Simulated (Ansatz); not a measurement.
# InHF (SMILES [F][InH]) at UCCSDT(Q)/STO-3G

What is the vertical ionisation energy of InHF at UCCSDT(Q)/STO-3G? 

Program for the calculation: Ansatz 0.2.0.

65 further runs of the same task are left out: 9 that didn't finish, 56 set aside as unsound or not needed.

## 1. The molecule

The species is InHF (3 atoms), meant as a doublet with charge 0. As SMILES, `[F][InH]`. The shape is that of a PBE0-D4/def2-TZVP optimisation.

Bond lengths: F1–In2 1.970 Å, In2–H3 1.779 Å. Angles: F1–In2–H3 113.8°.

## 2. The energy at UCCSDT(Q)/STO-3G

in.yaml

```yaml
crystal:
  periodic: [false, false, false]
  atoms:
    - {symbol: F, position_ang: [1.088400, 0.989500, 0.694300]}
    - {symbol: In, position_ang: [-0.522500, 0.355100, -0.244800]}
    - {symbol: H, position_ang: [-0.576900, -1.409400, -0.462800]}
basis:
  gaussian: {orbitals: STO-3G}
magnetization: {spin_polarized: true, initial_magnetization: 1}
correlation: {method: ccsdt_q, frozen_orbitals: {F: 1, H: 0, In: 18}}
accuracy: high
scf: {omitted_lower_state_checks: [cluster_reference, increment]}
```

Command:

```bash
ansatz run in.yaml --threads 1 --pin off --max-ram 2610MiB --events-out events.jsonl --progress --plain --runs-dir runs
```

Log, cut to the lines that bear on the results:

```text
Warning: RAYON_NUM_THREADS=1 ignored (pool sized by the plan → 1); use --threads N
Functional definition: HF
  name "HF"
[...]
590 factors; integrals over basis functions are off by at most 4.0e-9 eV
[...]
mean field -157320.88186824 eV, -5781.4357727342 hartree, gradient 2.4e-8 eV, S^2 0.758704; 0 other end points of the search recorded, 0 dependent functions left out
19 core orbitals not correlated: weight in the atoms' cores, before any rotation towards them, 1.000 or more for the frozen orbitals, at most 0.000 for the correlated occupied ones
reference -157320.88186824 eV, -5781.4357727342 hartree; 11, 10 occupied and 3, 4 virtual orbitals, 590 factors
second order -1.15164047 eV of doubles, -0.00000000 eV of singles
cycle   1  -1.27846144 eV  change   -1.3e-1 eV  update   1.2e-1
[...]
cycle  37  -1.75552613 eV  change  -9.2e-10 eV  update   1.1e-9
perturbative correction -0.03363066 eV, -0.0012359041 hartree
Total energy: -157322.67102503 eV, -5781.5015230335 hartree
Checks for a lower state left out: cluster_reference, increment
```

Wall time 4.8 s (1 thread of Arm Neoverse V2, shared host); peak memory 0.24 GiB.

## 3. The singlet cation, same level

job.yaml

```yaml
crystal:
  periodic: [false, false, false]
  atoms:
    - symbol: F
      position_ang: [1.088400, 0.989500, 0.694300]
    - symbol: In
      position_ang: [-0.522500, 0.355100, -0.244800]
    - symbol: H
      position_ang: [-0.576900, -1.409400, -0.462800]
basis:
  gaussian:
    orbitals: STO-3G
correlation:
  method: ccsdt_q
  frozen_orbitals: {F: 1, H: 0, In: 18}
scf:
  omitted_lower_state_checks: [cluster_reference, increment]
total_charge: 1
accuracy: high
```

Command:

```bash
ansatz run job.yaml --threads 1 --pin off --max-ram 2610MiB --events-out events.jsonl --progress --plain --runs-dir runs
```

Log, cut to the lines that bear on the results:

```text
Warning: RAYON_NUM_THREADS=1 ignored (pool sized by the plan → 1); use --threads N
[... 2 set-up lines as earlier in the session ...]
[...]
590 factors; integrals over basis functions are off by at most 4.0e-9 eV
[...]
mean field -157316.18937595 eV, -5781.2633268233 hartree, gradient 1.2e-8 eV, S^2 0.000000; 0 other end points of the search recorded, 0 dependent functions left out; unrestricted orbitals would lower it
19 core orbitals not correlated: weight in the atoms' cores, before any rotation towards them, 1.000 or more for the frozen orbitals, at most 0.000 for the correlated occupied ones
reference -157316.18937595 eV, -5781.2633268233 hartree; 10, 10 occupied and 4, 4 virtual orbitals, 590 factors
second order -1.68037666 eV of doubles, -0.00000000 eV of singles
cycle   1  -1.74101981 eV  change   -6.1e-2 eV  update   1.8e-1
[...]
cycle  39  -2.56264810 eV  change   -1.2e-9 eV  update  7.9e-10
perturbative correction -0.10014187 eV, -0.0036801457 hartree
Total energy: -157318.85216592 eV, -5781.3611825495 hartree
Checks for a lower state left out: cluster_reference, increment
```

Wall time 1.1 s (1 thread of Arm Neoverse V2, shared host); peak memory 0.1 GiB.

## 4. Results

Level: UCCSDT(Q)/STO-3G, 19 core orbitals frozen.

| quantity | value |
| --- | --- |
| doublet InHF: total energy | -5781.50152 Eh |
| doublet InHF: correlation energy (19 core orbitals frozen) | -65.8 mEh |
| doublet InHF: ⟨S²⟩ of the reference determinant | 0.759 |
| doublet InHF: T1 diagnostic | 0.024 |
| singlet cation: total energy | -5781.36118 Eh |
| singlet cation: correlation energy (19 core orbitals frozen) | -97.9 mEh |
| singlet cation: T1 diagnostic | 0.041 |
| vertical ionisation energy (to the singlet cation) | 3.819 eV |

The vertical ionisation energy comes to 3.82 eV (88 kcal/mol). Only the singlet of the ionised species was computed; a triplet could lie lower. In a minimal basis such a difference can be off by several eV, whatever the method. Relativity is left out (doublet InHF) although the molecule holds a heavy atom. The T1 diagnostic (singlet cation) of 0.041 is above the customary mark for such species, so a single reference may not serve. The restricted solution (singlet cation) is unstable to spin breaking: an unrestricted one lies lower.
